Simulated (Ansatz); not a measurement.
# ZrSnTe4: the cost of one run

Program: Ansatz 0.2.0. Level of theory: DFT PBE, scalar-relativistic, plane waves, PAW. These are calculated values, not measurements.

## Step 1: The starting structure

It takes space group P4/mmm (No. 123, tetragonal). The conventional cell has a = 5.285 Å, b = 5.285 Å, c = 6.277 Å, α = 90.00°, β = 90.00°, γ = 90.00°. Zr (site symmetry 4/mmm) has 6 Te at 2.64 to 3.14 Å in its first shell of neighbours. Around Sn (site symmetry 4/mmm) lie 6 Te at 2.64 to 3.14 Å. Te (site symmetry mmm) has 2 Zr at 2.64 Å and 2 Sn at 2.64 Å in its first shell of neighbours. Te (site symmetry 4/mmm) is surrounded by 2 Zr at 3.14 Å. Te (site symmetry 4/mmm) has 2 Sn at 3.14 Å in its first shell of neighbours.

Structure file:

```cif
data_structure
_symmetry_space_group_name_H-M 'P 1'
_symmetry_Int_Tables_number 1
_cell_length_a 5.2851
_cell_length_b 5.2851
_cell_length_c 6.2769
_cell_angle_alpha 90.000
_cell_angle_beta 90.000
_cell_angle_gamma 90.000
_cell_volume 175.33
loop_
_atom_site_label
_atom_site_type_symbol
_atom_site_fract_x
_atom_site_fract_y
_atom_site_fract_z
_atom_site_occupancy
Zr1 Zr 0.50000 0.50000 0.00000 1
Sn1 Sn 0.00000 0.00000 0.00000 1
Te1 Te 0.50000 0.00000 0.00000 1
Te2 Te 0.00000 0.50000 0.00000 1
Te3 Te 0.50000 0.50000 0.50000 1
Te4 Te 0.00000 0.00000 0.50000 1
```

The cell is invented: random cell by space group and Wyckoff sites (P4/mmm, No. 123). Its size is a rough estimate.

## Step 2: Probe: one point on a coarse mesh

The input, input.yaml:

```yaml
crystal:
  lattice:
    - [5.28508606, 0.0, 0.0]
    - [0.0, 5.28508606, 0.0]
    - [0.0, 0.0, 6.27690089]
  atoms:
    - { symbol: Zr, position: [0.5, 0.5, 0.0] }
    - { symbol: Sn, position: [0.0, 0.0, 0.0] }
    - { symbol: Te, position: [0.5, 0.0, 0.0] }
    - { symbol: Te, position: [0.0, 0.5, 0.0] }
    - { symbol: Te, position: [0.5, 0.5, 0.5] }
    - { symbol: Te, position: [0.0, 0.0, 0.5] }
basis:
  ecutwfc: 420
kpoints:
  mp_grid: { grid: [4, 4, 4] }
hamiltonian:
  xc: pbe
scf:
  occupations: { method: gaussian, width: 0.1 }
  lower_state_search: "off"
output:
  forces: true
  stress: true
  eigenvalues: true
```

Run with:

```bash
ansatz run input.yaml --threads 1 --pin off --max-ram 2560MiB --backend cpu --events-out ev --progress --plain --runs-dir out
```

**Question.** How long does this run take on 1 thread of Intel Xeon at 2.50GHz (Skylake/Cascade Lake), shared host, and how much memory does it need?

About 25 s, with a peak of 0.52 GiB.
